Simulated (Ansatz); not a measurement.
Runs of Ansatz 0.2.0 on PtSe. Symmetry: F-43m, No. 216, cubic system. Conventional cell: a = 6.075 Å, b = 6.075 Å, c = 6.075 Å, α = 90.00°, β = 90.00°, γ = 90.00°. Pt (site symmetry -43m) has 4 Se at 2.63 Å as nearest neighbours. Se (site symmetry -43m) has 4 Pt at 2.63 Å as nearest neighbours. The cell comes from a database or a generator and needn't be the stable form of this composition.

```tsv
level	spin	U	k mesh	smearing	gap on the mesh (eV)	pressure (GPa)	moment (μB)
PBE+U	collinear, program default start	Pt d U = 4 eV	5 × 5 × 5	gaussian 0.05 eV	none	-10.5	0.00
PBE	off	-	8 × 8 × 8	fermi-dirac 0.05 eV	none	-11.1	-
PBE+U	collinear, ferromagnetic start	Pt d U = 4 eV	5 × 5 × 5	gaussian 0.05 eV	none	-10.5	0.10
PBE+U	collinear, ferromagnetic start	Pt d U = 2 eV	5 × 5 × 5	gaussian 0.05 eV	none	(a)	0.00
```

Alike in all rows: task single point; potentials or basis all-electron LAPW, scalar-relativistic; cell as given; cutoff (eV) 277; basis error allowed 0.001 eV/atom.

Estimate the missing entries.

(a) -10.7.

Caveats: the k mesh is thin for a metal, which can move the energy by tens of meV per atom (some runs); U is the effective U less J, on atomic orbitals that reach past the spheres (some runs); the starting moments weren't kept (some runs).

A k mesh can miss the band edges, and the runs leave out spin-orbit coupling on Pt, Se.

A gap of «none» marks a metal or a gap under the smearing width.
